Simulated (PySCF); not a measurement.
# SrCd: from the state search to spectroscopic constants

One table from this session's results is given with a row withheld; the runs are named, their logs left out.

Program: PySCF 2.14.0. Level of theory: Sr def2-SVP with ECP28, Cd def2-SVP with ECP28, scalar-relativistic core potentials. These are calculated values, not measurements.

Set-up of the first run:

Settings of the job:

```
atoms                         : Sr, Cd
charge                        : 0
basis                         : Sr def2-SVP with ECP28, Cd def2-SVP with ECP28
Hamiltonian                   : scalar-relativistic core potentials
basis functions               : 54
electrons treated             : 30
masses in u                   : 87.9056, 113.9034
levels                        : PBE0, PBE, r²SCAN, LDA, B3LYP, PBEsol, LC-ωPBE, HF, MP2, SCS-MP2, CCSD, CCSD(T)
grid                          : 80 radial by 434 angular points
occupations                   : held fixed by the projection of orbital angular momentum
dissociation limit            : Sr + Cd, each in its ground configuration
starting distance in angstrom : 3.110
values of 2S to try           : 0, 2
```

Started as:

```
> OMP_NUM_THREADS=1 python dia.py task.json out
```

Steps of the session up to this table: The job; The PBE0 curve of the state that the search chose; Other states along the same grid; PBE (GGA); r²SCAN; LDA; B3LYP (global hybrid GGA); PBEsol (GGA); LC-ωPBE (range-separated hybrid); RHF (mean field); Correlated methods on the Hartree–Fock reference.

One table of the session follows, with a row left open; its other results are not shown here.

It belongs to the step «Constants by level of theory». 

| level | Re (Å) | ωe (cm⁻¹) | De (eV) |
| --- | --- | --- | --- |
| LDA | 3.678 | 58.0 | 0.235 |
| PBE | 3.918 | 43.9 | 0.124 |
| PBEsol | 3.789 | 51.2 | 0.168 |
| r²SCAN | ? | ? | ? |
| B3LYP | 4.212 | 26.4 | 0.027 |
| PBE0 | 4.024 | 38.0 | 0.093 |
| LC-ωPBE | 4.356 | 22.8 | 0.037 |

**Question.** Estimate the row for r²SCAN.

As computed: Re (Å): 3.861; ωe (cm⁻¹): 46.2; De (eV): 0.108. In the column «Re (Å)» it lies between PBEsol (3.789) and PBE (3.918).

De is counted to Sr + Cd in their ground configurations. No constants: RHF (no minimum is bracketed among the points kept); RHF-SCS-MP2 (no minimum is bracketed among the points kept); RHF-CCSD (no minimum is bracketed among the points kept); RHF-CCSD(T) (no minimum is bracketed among the points kept).

To keep in mind: The bond is weak, and basis-set superposition, which was not computed, may be a sizeable part of it.
